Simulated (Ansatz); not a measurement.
# Zn5CdO6: the cost of one run

Computed with Ansatz 0.2.0 (DFT PBE, scalar-relativistic, plane waves, PAW, unless a step names another level, unless a step's input says otherwise).

1 further run of the same task is left out (set aside as unsound or not needed).

### 1 The starting structure

Symmetry: P-3m1, No. 164, trigonal system. The conventional cell has a = 3.107 Å, b = 3.107 Å, c = 15.327 Å, α = 90.00°, β = 90.00°, γ = 120.00°. Around Zn (site symmetry -3m) lie 6 O at 2.18 Å. Zn (site symmetry 3m) has 6 O at 2.18 Å as nearest neighbours. Zn (site symmetry 3m) has 6 O at 2.16 to 2.18 Å as nearest neighbours. Cd (site symmetry -3m) is surrounded by 6 O at 2.35 Å. O (site symmetry 3m) is surrounded by 6 Zn at 2.18 Å. O (site symmetry 3m) has 3 Zn at 2.16 Å and 3 Cd at 2.35 Å as nearest neighbours.

As a file:

```
Zn Cd O
1.0
     3.10660    0.00000    0.00000
    -1.55330    2.69040    0.00000
     0.00000    0.00000   15.32651
Zn Cd O
5 1 6
Direct
  0.00000 0.00000 0.00000
  0.33333 0.66667 0.83876
  0.66667 0.33333 0.67740
  0.33333 0.66667 0.32260
  0.66667 0.33333 0.16124
  0.00000 0.00000 0.50000
  0.66667 0.33333 0.91941
  0.00000 0.00000 0.75827
  0.33333 0.66667 0.59884
  0.66667 0.33333 0.40116
  0.00000 0.00000 0.24173
  0.33333 0.66667 0.08059
```

The cell was relaxed beforehand at this level, from a generated guess; it needn't be the stable form of this composition. At a tolerance of 0.02 Å it has space group P-3m1 (No. 164); it has 10.67 Å³/atom, an uncorrected energy of -1.21 eV/atom over the elements.

### 2 Electronic structure at the relaxed geometry

input.yaml reads:

```yaml
crystal:
  lattice:
    - [3.1066019011, 0.0, 0.0]
    - [-1.5533009506, 2.6903961658, 0.0]
    - [0.0, 0.0, 15.3265050346]
  atoms:
    - { symbol: Zn, position: [0.0, 0.0, 0.0] }
    - { symbol: Zn, position: [0.3333333333, 0.6666666667, 0.838759232] }
    - { symbol: Zn, position: [0.6666666667, 0.3333333333, 0.677396245] }
    - { symbol: Zn, position: [0.3333333333, 0.6666666667, 0.322603755] }
    - { symbol: Zn, position: [0.6666666667, 0.3333333333, 0.161240768] }
    - { symbol: Cd, position: [0.0, 0.0, 0.5] }
    - { symbol: O, position: [0.6666666667, 0.3333333333, 0.9194125396] }
    - { symbol: O, position: [0.0, 0.0, 0.7582698972] }
    - { symbol: O, position: [0.3333333333, 0.6666666667, 0.5988401052] }
    - { symbol: O, position: [0.6666666667, 0.3333333333, 0.4011598948] }
    - { symbol: O, position: [0.0, 0.0, 0.2417301028] }
    - { symbol: O, position: [0.3333333333, 0.6666666667, 0.0805874604] }
basis:
  ecutwfc: 420
kpoints:
  mp_grid: { grid: [12, 12, 4] }
  band_path:
    path:
      - [[0.0, 0.0, 0.0], [0.5, 0.0, 0.0], [0.33333333, 0.33333333, 0.0], [0.0, 0.0, 0.0], [0.0, 0.0, 0.5], [0.5, 0.0, 0.5], [0.33333333, 0.33333333, 0.5], [0.0, 0.0, 0.5]]
      - [[0.5, 0.0, 0.5], [0.5, 0.0, 0.0]]
      - [[0.33333333, 0.33333333, 0.5], [0.33333333, 0.33333333, 0.0]]
    npoints: 10
hamiltonian:
  xc: pbe
scf:
  occupations: { method: gaussian, width: 0.02 }
  n_extra_bands: 30
output:
  forces: true
  stress: true
  eigenvalues: true
  populations: true
  dos: { projected: true, de: 0.02, nscf_kmesh: { grid: [18, 18, 6] } }
  bader: false
  write_density: true
  write_potential: true
  elf: true
  volumetric_format: npy
```

Started as:

```bash
ansatz run input.yaml --threads 1 --pin off --max-ram 2560MiB --backend cpu --events-out ev --progress --plain --runs-dir out
```

Q: Estimate wall time and peak memory on 1 thread of Intel Xeon at 2.50GHz (Skylake/Cascade Lake), shared host.

About 6.1 min, with a peak of 1.4 GiB.
